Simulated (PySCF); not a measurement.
# FGeH5SSi: the cost of one run

Computed with PySCF 2.14.0, with density-fitted response routines of our own, on a single molecule in the gas phase. Atoms count from 0, in the outputs and in this text.

## Step 1: The starting structure

9 atoms, charge 0, multiplicity 1; geometry from: GFN2-xTB. The atoms were then displaced at random by about 0.01 Å, so the start is not that level's minimum.

Bonds of the start (Å): F0–Ge1 1.74, Ge1–S2 2.20, S2–Si3 2.13, Ge1–H4 1.52, Ge1–H5 1.51, Si3–H6 1.45, Si3–H7 1.47, Si3–H8 1.44.

## Step 2: Relaxing the molecule at PBE0-D3(BJ)/def2-SVP

What the job is given:

```
{"job": {"xc": "PBE0", "basis": "def2-SVP", "d3": "d3bj", "grid": 1, "shake": 0.01, "kind": "geom"}, "charge": 0, "multiplicity": 1}
F      1.508380     1.402370    -0.367600
Ge     1.630090    -0.205520     0.288320
S     -0.112940    -0.596760     1.564750
Si    -1.653750     0.051120     0.242730
H      1.717640    -1.004820    -1.003240
H      2.920290    -0.127090     1.063770
H     -1.550980     1.481810     0.030710
H     -2.841770    -0.318070     1.019580
H     -1.559140    -0.700190    -0.979360
```

Run with:

```console
> OMP_NUM_THREADS=1 python probes_run.py task.json out
```

This one command runs all jobs of the session in turn.

**Question.** How long does this first job take on 1 thread of Arm Neoverse V2, shared host, and how much memory does it need?

About 30 s, with a peak of 0.44 GiB.
